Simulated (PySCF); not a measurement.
# C5H6SSeSi: the cost of one run

Computed with PySCF 2.14.0, with density-fitted response routines of our own, on a single molecule in the gas phase. Atoms count from 0, in the outputs and in this text.

**1. The molecule as given**

14 atoms, charge 0, multiplicity 1; geometry from: GFN2-xTB.

Bonds of the start (Å): C0–C1 1.20, C1–Si2 1.84, Si2–C3 1.90, C3–Se4 1.96, Se4–C5 1.89, C5–C6 1.33, C6–S7 1.75, S7–Si2 2.16, C0–H8 1.05, Si2–H9 1.46, C3–H10 1.09, C3–H11 1.09, C5–H12 1.08, C6–H13 1.08.

**2. Ultraviolet spectrum: wB97X-D/def2-SVPD**

The job: settings as JSON, then the geometry in Å.

```
{"job": {"kind": "uv", "xc": "wB97X-D", "basis": "def2-SVPD", "nstates": 8, "ntriplets": 3}, "charge": 0, "multiplicity": 1}
C     -3.193939    -1.292361     1.292641
C     -2.143015    -0.731787     1.130809
Si    -0.513169     0.096818     0.887140
C     -0.573499     1.139669    -0.697997
Se     1.194887     1.941867    -0.991707
C      2.306581     0.410107    -0.966635
C      2.161288    -0.796798    -0.424283
S      0.884990    -1.512423     0.539218
H     -4.115710    -1.780846     1.430308
H     -0.089116     0.891538     2.037568
H     -0.831614     0.563444    -1.586194
H     -1.262729     1.977122    -0.609565
H      3.228127     0.618976    -1.496118
H      2.946240    -1.525800    -0.567354
```

Level: TDDFT wB97X-D/def2-SVPD, vertical, gas phase, core orbitals frozen in the response.

The run is started by

```bash
$ OMP_NUM_THREADS=1 python probes_run.py task.json out
```

The driver reads the jobs from task.json and runs them one after another.

**Question.** How long does this job take on 1 thread of Arm Neoverse N1, shared host, and how much memory does it need?

About 2 min, with a peak of 1.1 GiB.
